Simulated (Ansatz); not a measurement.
# Ir4Rh: the cost of one run

Method: DFT PBE, scalar-relativistic, plane waves, PAW, in Ansatz 0.2.0.

## (1) Starting point

Symmetry: Cmcm, No. 63, orthorhombic system. The conventional cell has a = 13.581 Å, b = 4.705 Å, c = 4.409 Å, α = 90.00°, β = 90.00°, γ = 90.00°. Ir (site symmetry m) has 11 Ir at 2.71 to 2.72 Å and 1 Rh at 2.72 Å as nearest neighbours. Around Ir (site symmetry m) lie 8 Ir at 2.71 to 2.72 Å and 4 Rh at 2.71 to 2.72 Å. Around Rh (site symmetry m2m) lie 10 Ir at 2.71 to 2.72 Å and 2 Rh at 2.71 Å.

Coordinates:

```
Ir Rh
1.0
     6.79065   -2.35235    0.00000
     6.79065    2.35235    0.00000
     0.00000    0.00000    4.40891
Ir Rh
8 2
Direct
  0.86667 0.53333 0.75000
  0.06667 0.73333 0.75000
  0.26667 0.93333 0.75000
  0.46667 0.13333 0.75000
  0.13333 0.46667 0.25000
  0.53333 0.86667 0.25000
  0.73333 0.06667 0.25000
  0.93333 0.26667 0.25000
  0.66667 0.33333 0.75000
  0.33333 0.66667 0.25000
```

The start is an ordering of an alloy on its end members' structure types: elements ordered on the sites of the Co type, Rh/Ir on Co (Cmcm, No. 63).

## (2) Probe: one point on a coarse mesh

File input.yaml:

```yaml
crystal:
  lattice:
    - [6.79064908, -2.35234985, 0.0]
    - [6.79064908, 2.35234985, 0.0]
    - [0.0, 0.0, 4.40891167]
  atoms:
    - { symbol: Ir, position: [0.86666667, 0.53333333, 0.75] }
    - { symbol: Ir, position: [0.06666667, 0.73333333, 0.75] }
    - { symbol: Ir, position: [0.26666667, 0.93333333, 0.75] }
    - { symbol: Ir, position: [0.46666667, 0.13333333, 0.75] }
    - { symbol: Ir, position: [0.13333333, 0.46666667, 0.25] }
    - { symbol: Ir, position: [0.53333333, 0.86666667, 0.25] }
    - { symbol: Ir, position: [0.73333333, 0.06666667, 0.25] }
    - { symbol: Ir, position: [0.93333333, 0.26666667, 0.25] }
    - { symbol: Rh, position: [0.66666667, 0.33333333, 0.75] }
    - { symbol: Rh, position: [0.33333333, 0.66666667, 0.25] }
basis:
  ecutwfc: 420
kpoints:
  mp_grid: { grid: [4, 4, 4] }
hamiltonian:
  xc: pbe
scf:
  occupations: { method: gaussian, width: 0.1 }
  lower_state_search: "off"
output:
  forces: true
  stress: true
  eigenvalues: true
```

Run with:

```bash
ansatz run input.yaml --threads 4 --pin off --max-ram 8192MiB --backend cpu --events-out ev --progress --plain --runs-dir out
```

**Question.** How long does this run take on 4 threads of Arm Neoverse V1, shared host, and how much memory does it need?

About 4.9 s, with a peak of 0.72 GiB.
